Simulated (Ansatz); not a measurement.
# SiGeHO+ (triplet): from Hartree-Fock to the top rungs, cc-pVDZ

One table from this session's results is given with a row withheld; the runs are named, their logs left out.

The runs use Ansatz 0.2.0, Gaussian basis; cc-pVDZ, core rule «outside noble gas», up to 20 orbitals frozen.

Plan: UHF; CCSD(T) on ROHF; CCSD(T) on UHF; BCCD(T) on ROHF; CISD; CCSDT(Q) on ROHF; CCSDT(Q) on UHF; CASSCF and NEVPT2, 10 electrons in 10 orbitals.

24 further runs of the same task are left out: 10 that didn't finish, 14 set aside as unsound or not needed.

## What is computed

The geometry is a PBE0/def2-TZVP stationary point (not a proven minimum) of the parent state, kept for this charge and spin. No spin-orbit coupling is included. The filled d shell of Ge may be among the frozen orbitals whatever the setting's name suggests; the logs give the count.

4 atoms, charge 1, spin multiplicity 3.

Atoms are counted from 1 here; the program's logs count them from 0.

Bond lengths: O1–Ge2 1.665 Å, Ge2–Si3 2.359 Å, Ge2–H4 1.549 Å. Angles: O1–Ge2–Si3 126.7°, O1–Ge2–H4 116.5°, Si3–Ge2–H4 116.8°.

Set-up of the first run:

in.yaml

```yaml
crystal:
  periodic: [false, false, false]
  atoms:
    - {symbol: O, position_ang: [0.000000, -0.840051, 1.630592]}
    - {symbol: Ge, position_ang: [0.000000, 0.254500, 0.376244]}
    - {symbol: Si, position_ang: [0.000000, -0.242609, -1.929541]}
    - {symbol: H, position_ang: [0.000000, 1.753269, 0.767147]}
basis:
  gaussian: {orbitals: cc-pVDZ}
total_charge: 1
magnetization: {spin_polarized: true, initial_magnetization: 2}
hamiltonian: {xc: hf}
output: {orbitals: {seedname: orbitals}}
```

Started as:

```sh
> ansatz run in.yaml --threads 1 --pin off --events-out ev --progress --plain --max-ram 2393MiB
```

Among the steps run: UHF; CCSD(T) on ROHF; CCSD(T) on UHF; BCCD(T) on ROHF; CISD; CCSDT(Q) on ROHF; CCSDT(Q) on UHF; CASSCF and NEVPT2, 10 electrons in 10 orbitals.

One table of the session follows, with a row left open; its other results are not shown here.

| method | from RCCSDT(Q) (kcal/mol) |
| --- | --- |
| ROHF | +214.89 |
| UHF | +209.95 |
| RMP2 | +41.78 |
| UMP2 | +42.43 |
| RCCSD | +11.23 |
| UCCSD | +11.09 |
| RCCSD(T) | +3.63 |
| UCCSD(T) | +3.61 |
| BCCD(T) | +3.03 |
| RCCSDT | ? |
| UCCSDT | +1.25 |
| RCCSDT(Q) | 0 |
| UCCSDT(Q) | -0.11 |

Q: Estimate the row for RCCSDT from the others.

As computed: from RCCSDT(Q) (kcal/mol): +1.26. In the column «from RCCSDT(Q) (kcal/mol)» it lies between UCCSDT (+1.25) and BCCD(T) (+3.03).

Not comparable, so not listed: CISD (they don't share determinant, frozen orbitals or solution with the rows shown, or repeat one).

Limits of these values: Left out of the table: CASSCF frontier, NEVPT2 frontier (the active space lost an orbital or holds another state than full CI finds). Restricted and unrestricted rows rest on different reference determinants; where their highest levels disagree by more than a few hundredths of an eV, they describe different states and don't form one ladder. Warnings in the runs' records: passed over end.
